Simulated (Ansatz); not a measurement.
# HSeO2− (SMILES [O-][Se]O): one structure at several levels

One table from this session's results is given with a row withheld; the runs are named, their logs left out.

The runs use Ansatz 0.2.0, Gaussian basis; single points in def2-TZVPPD.

Cores are frozen in the correlated methods. Filled d shells of the heavier atoms are correlated.

### Where the work starts

SMILES `[O-][Se]O`, 4 atoms, charge -1, spin multiplicity 1.

Atoms are counted from 1 here; the program's logs count them from 0.

Bond lengths: O1–Se2 1.713 Å, Se2–O3 1.853 Å, O3–H4 0.997 Å. Angles: O1–Se2–O3 100.5°, Se2–O3–H4 106.8°.

Coordinates:

```
atom    x (Å)    y (Å)    z (Å)
  O1   0.9069   0.1307   1.3068
 Se2  -0.7217   0.2924   0.8018
  O3  -0.5677  -0.1630  -0.9880
  H4   0.3401   0.1263  -1.2816
```

The first run:

Contents of run/in.yaml:

```yaml
crystal:
  periodic: [false, false, false]
  atoms:
    - {symbol: O, position_ang: [0.906919, 0.130729, 1.306795]}
    - {symbol: Se, position_ang: [-0.721717, 0.292357, 0.801802]}
    - {symbol: O, position_ang: [-0.567742, -0.163023, -0.987967]}
    - {symbol: H, position_ang: [0.340087, 0.126287, -1.281633]}
basis:
  gaussian: {orbitals: "def2-TZVPPD.json"}
total_charge: -1
hamiltonian: {xc: pbe, dispersion: d4}
output: {forces: true}
```

The basis file named in the input lies beside it (Basis Set Exchange, JSON).

Command:

```sh
> ansatz run in.yaml --threads 2 --pin off --events-out ev --progress --plain --max-ram 3481MiB
```

Among the steps run: PBE-D4/def2-TZVPPD; r2SCAN-D4/def2-TZVPPD; PBE0-D4/def2-TZVPPD; wB97M-V/def2-TZVPPD; CCSD(T)/def2-TZVPPD.

One table of the session follows, with a row left open; its other results are not shown here.

| method | RMS force component (eV/Å) | angle to CCSD(T) forces (°) |
| --- | --- | --- |
| PBE-D4 | 0.649 | 26.8 |
| r2SCAN-D4 | 0.709 | 7.5 |
| PBE0-D4 | 0.757 | 15.1 |
| wB97M-V | ? | ? |
| CCSD(T) | 0.671 | reference |

Estimate the missing values for wB97M-V.

As computed: RMS force component (eV/Å): 0.734; angle to CCSD(T) forces (°): 13.9. In the column «RMS force component (eV/Å)» it lies between r2SCAN-D4 (0.709) and PBE0-D4 (0.757).

Caveats from the session: The anion's highest level is positive in at least one run, so there the basis alone may hold the extra electron.
